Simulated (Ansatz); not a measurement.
**SiH2OF (SMILES O[SiH]F): UCCSDT/STO-3G**

What is the electronic atomisation energy of SiH2OF at UCCSDT/STO-3G? 

The calculation is run with Ansatz 0.2.0.

65 further runs of the same task are left out: 5 that didn't finish, 60 set aside as unsound or not needed.

**1. The system as given**

The species is SiH2OF (5 atoms), meant as a doublet with charge 0. As SMILES, `O[SiH]F`. The shape is that of a PBE0-D4/def2-TZVP optimisation. This is one conformer, not always the lowest.

Bond lengths: O1–Si2 1.636 Å, Si2–F3 1.603 Å, O1–H4 0.959 Å, Si2–H5 1.490 Å. Angles: O1–Si2–F3 110.5°, O1–Si2–H5 105.3°, F3–Si2–H5 107.6°, Si2–O1–H4 119.2°.

**2. A single-point energy at UCCSDT/STO-3G**

The input, in.yaml:

```yaml
crystal:
  periodic: [false, false, false]
  atoms:
    - {symbol: O, position_ang: [-0.615200, -0.884600, -0.276300]}
    - {symbol: Si, position_ang: [0.283900, 0.245700, 0.493100]}
    - {symbol: F, position_ang: [0.207000, 1.646500, -0.283100]}
    - {symbol: H, position_ang: [-1.564500, -0.765100, -0.338000]}
    - {symbol: H, position_ang: [1.688800, -0.242600, 0.404400]}
basis:
  gaussian:
    orbitals: STO-3G
magnetization:
  spin_polarized: true
  initial_magnetization: 1
correlation:
  method: ccsdt
  frozen_orbitals: {F: 1, H: 0, O: 1, Si: 5}
accuracy: high
scf:
  omitted_lower_state_checks: [cluster_reference, increment]
```

Started as:

```bash
ansatz run in.yaml --threads 1 --pin off --max-ram 2610MiB --events-out events.jsonl --progress --plain --runs-dir runs
```

The log of the run (excerpt; [...] marks lines left out):

```text
Warning: RAYON_NUM_THREADS=1 ignored (pool sized by the plan → 1); use --threads N
Functional definition: HF
  name "HF"
[...]
386 factors; integrals over basis functions are off by at most 3.1e-8 eV
[...]
mean field -12479.55041634 eV, -458.6150188576 hartree, gradient 1.9e-8 eV, S^2 0.754679; 0 other end points of the search recorded, 0 dependent functions left out
7 core orbitals not correlated: weight in the atoms' cores, before any rotation towards them, 1.000 or more for the frozen orbitals, at most 0.000 for the correlated occupied ones
reference -12479.55041634 eV, -458.6150188576 hartree; 10, 9 occupied and 4, 5 virtual orbitals, 386 factors
second order -2.13508837 eV of doubles, -0.00000000 eV of singles
cycle   1  -2.46985320 eV  change   -3.3e-1 eV  update   8.3e-2
[...]
cycle  27  -2.87318575 eV  change   9.9e-11 eV  update   1.1e-9
Total energy: -12482.42360209 eV, -458.7206064863 hartree
Checks for a lower state left out: cluster_reference, increment
```

It took 1.3 s on 1 thread of Arm Neoverse V1, shared host.

**3. The F atom, same level**

The input, in.yaml:

```yaml
crystal:
  periodic: [false, false, false]
  atoms:
    - symbol: F
      position_ang: [0.000000, 0.000000, 0.000000]
basis:
  gaussian: {orbitals: STO-3G}
magnetization: {spin_polarized: true, initial_magnetization: 1}
correlation: {method: ccsdt, frozen_orbitals: {F: 1}}
accuracy: high
scf: {omitted_lower_state_checks: [cluster_reference, increment]}
```

Run the same way, it converges to -97.98651 Eh (log not shown).

**4. The H atom: the energy at UHF/STO-3G**

The input, molecule.yaml:

```yaml
crystal:
  periodic: [false, false, false]
  atoms:
    - {symbol: H, position_ang: [0.000000, 0.000000, 0.000000]}
basis:
  gaussian: {orbitals: STO-3G}
magnetization: {spin_polarized: true, initial_magnetization: 1}
hamiltonian: {xc: hf}
accuracy: high
```

Run the same way, it converges to -0.46658 Eh (log not shown).

**5. The O atom at the same level**

The input, job.yaml:

```yaml
crystal:
  periodic: [false, false, false]
  atoms:
    - {symbol: O, position_ang: [0.000000, 0.000000, 0.000000]}
basis:
  gaussian:
    orbitals: STO-3G
magnetization:
  spin_polarized: true
  initial_magnetization: 2
correlation:
  method: ccsdt
  frozen_orbitals: {O: 1}
accuracy: high
scf:
  omitted_lower_state_checks: [cluster_reference, increment]
```

Run the same way, it converges to -73.80415 Eh (log not shown).

**6. The Si atom at the same level**

The input, run.yaml:

```yaml
basis:
  gaussian: {orbitals: STO-3G}
crystal:
  periodic: [false, false, false]
  atoms:
    - {symbol: Si, position_ang: [0.000000, 0.000000, 0.000000]}
magnetization: {spin_polarized: true, initial_magnetization: 2}
correlation: {method: ccsdt, frozen_orbitals: {Si: 5}}
accuracy: high
scf: {omitted_lower_state_checks: [cluster_reference, increment]}
```

Started as:

```bash
ansatz run run.yaml --threads 1 --pin off --max-ram 2610MiB --events-out events.jsonl --progress --plain --runs-dir runs
```

The log of the run (excerpt; [...] marks lines left out):

```text
Warning: RAYON_NUM_THREADS=1 ignored (pool sized by the plan → 1); use --threads N
[... 2 set-up lines as earlier in the session ...]
[...]
42 factors; integrals over basis functions are off by at most 2.5e-9 eV
[...]
mean field -7767.93148641 eV, -285.4662168327 hartree, gradient 2.1e-9 eV, S^2 2.000003; 3 other end points of the search recorded, 0 dependent functions left out
5 core orbitals not correlated: weight in the atoms' cores, before any rotation towards them, 1.000 or more for the frozen orbitals, at most 0.000 for the correlated occupied ones
reference -7767.93148641 eV, -285.4662168327 hartree; 3, 1 occupied and 1, 3 virtual orbitals, 42 factors
second order -0.19861568 eV of doubles, 0.00000000 eV of singles
cycle   1  -0.29002693 eV  change   -9.1e-2 eV  update   3.3e-2
[...]
cycle  10  -0.36498321 eV  change  -5.5e-11 eV  update  1.1e-11
Total energy: -7768.29646962 eV, -285.4796297181 hartree
Checks for a lower state left out: cluster_reference, increment
```

It took 0.2 s on 1 thread of Arm Neoverse V1, shared host.

**7. Summary of results**

At UCCSDT/STO-3G, 7 core orbitals frozen:

| quantity | value |
| --- | --- |
| molecule: total energy | -458.72061 Eh |
| molecule: correlation energy (7 core orbitals frozen) | -105.6 mEh |
| molecule: ⟨S²⟩ of the reference determinant | 0.755 |
| molecule: T1 diagnostic | 0.016 |
| F atom: total energy | -97.98651 Eh |
| F atom: correlation energy (1 core orbital frozen) | 0.0 mEh |
| F atom: ⟨S²⟩ of the reference determinant | 0.750 |
| F atom: T1 diagnostic | 0.000 |
| H atom: total energy | -0.46658 Eh |
| H atom: ⟨S²⟩ | 0.750 |
| O atom: total energy | -73.80415 Eh |
| O atom: correlation energy (1 core orbital frozen) | 0.0 mEh |
| O atom: ⟨S²⟩ of the reference determinant | 2.000 |
| O atom: T1 diagnostic | 0.000 |
| Si atom: total energy | -285.47963 Eh |
| Si atom: correlation energy (5 core orbitals frozen) | -13.4 mEh |
| Si atom: ⟨S²⟩ of the reference determinant | 2.000 |
| Si atom: T1 diagnostic | 0.000 |
| electronic atomisation energy | 14.073 eV |

In words: Taking the molecule apart into free atoms costs 14.07 eV (1358 kJ/mol), before zero-point energy and without spin-orbit coupling. In a minimal basis such a difference can be off by several eV, whatever the method.
